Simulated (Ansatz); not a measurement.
# Si3N4: the cost of one run

Program: Ansatz 0.2.0. Level of theory: DFT, PBE, plane-wave PAW, default files, scalar-relativistic, as far as a step names no other. These are calculated values, not measurements.

## Step 1: The structure to begin with

The structure is hexagonal, space group P6_3/m (No. 176). Conventional cell: a = 7.602 Å, b = 7.602 Å, c = 2.906 Å, α = 90.00°, β = 90.00°, γ = 120.00°. Si (site symmetry m) is surrounded by 4 N at 1.73 to 1.74 Å. N (site symmetry m) has 3 Si at 1.74 Å as nearest neighbours. N (site symmetry -6) has 3 Si at 1.73 Å as nearest neighbours.

Coordinates:

```
CELL_PARAMETERS angstrom
7.60150 0.00000 0.00000
-3.80075 6.58309 0.00000
0.00000 0.00000 2.90610
ATOMIC_POSITIONS crystal
Si 0.76848 0.17457 0.25000
Si 0.59391 0.76848 0.75000
Si 0.82543 0.59391 0.25000
Si 0.23152 0.82543 0.75000
Si 0.40609 0.23152 0.25000
Si 0.17457 0.40609 0.75000
N 0.03049 0.33026 0.25000
N 0.70023 0.03049 0.75000
N 0.66974 0.70023 0.25000
N 0.96951 0.66974 0.75000
N 0.29977 0.96951 0.25000
N 0.33026 0.29977 0.75000
N 0.66667 0.33333 0.25000
N 0.33333 0.66667 0.75000
```

## Step 2: Gradients at the starting positions

File input.yaml:

```yaml
crystal:
  lattice:
    - [7.6015, 0.0, 0.0]
    - [-3.80075, 6.5830921069, 0.0]
    - [0.0, 0.0, 2.9061]
  atoms:
    - { symbol: Si, position: [0.768477, 0.174569, 0.25] }
    - { symbol: Si, position: [0.593908, 0.768477, 0.75] }
    - { symbol: Si, position: [0.825431, 0.593908, 0.25] }
    - { symbol: Si, position: [0.231523, 0.825431, 0.75] }
    - { symbol: Si, position: [0.406092, 0.231523, 0.25] }
    - { symbol: Si, position: [0.174569, 0.406092, 0.75] }
    - { symbol: "N", position: [0.03049, 0.33026, 0.25] }
    - { symbol: "N", position: [0.70023, 0.03049, 0.75] }
    - { symbol: "N", position: [0.66974, 0.70023, 0.25] }
    - { symbol: "N", position: [0.96951, 0.66974, 0.75] }
    - { symbol: "N", position: [0.29977, 0.96951, 0.25] }
    - { symbol: "N", position: [0.33026, 0.29977, 0.75] }
    - { symbol: "N", position: [0.6666666667, 0.3333333333, 0.25] }
    - { symbol: "N", position: [0.3333333333, 0.6666666667, 0.75] }
kpoints:
  mp_grid: { grid: [4, 4, 10] }
scf:
  occupations: { method: fermi_dirac, width: 0.02 }
hamiltonian:
  xc: pbe
  pseudopotentials: { kind: paw }
output:
  forces: true
  stress: true
  populations: true
  efg:
    quadrupole_moments_barn: { "N": 0.02044 }
    contact_densities: true
  write_density: true
  write_potential: true
  elf: true
  volumetric_format: npy
```

Run with:

```console
$ ansatz run input.yaml --threads 1 --pin off --max-ram 2560MiB --backend cpu --events-out ev --progress --plain --runs-dir out
```

Q: Estimate wall time and peak memory on 1 thread of Intel Xeon Platinum 8259CL at 2.50GHz (Skylake/Cascade Lake), shared host.

About 16 s, with a peak of 0.52 GiB.
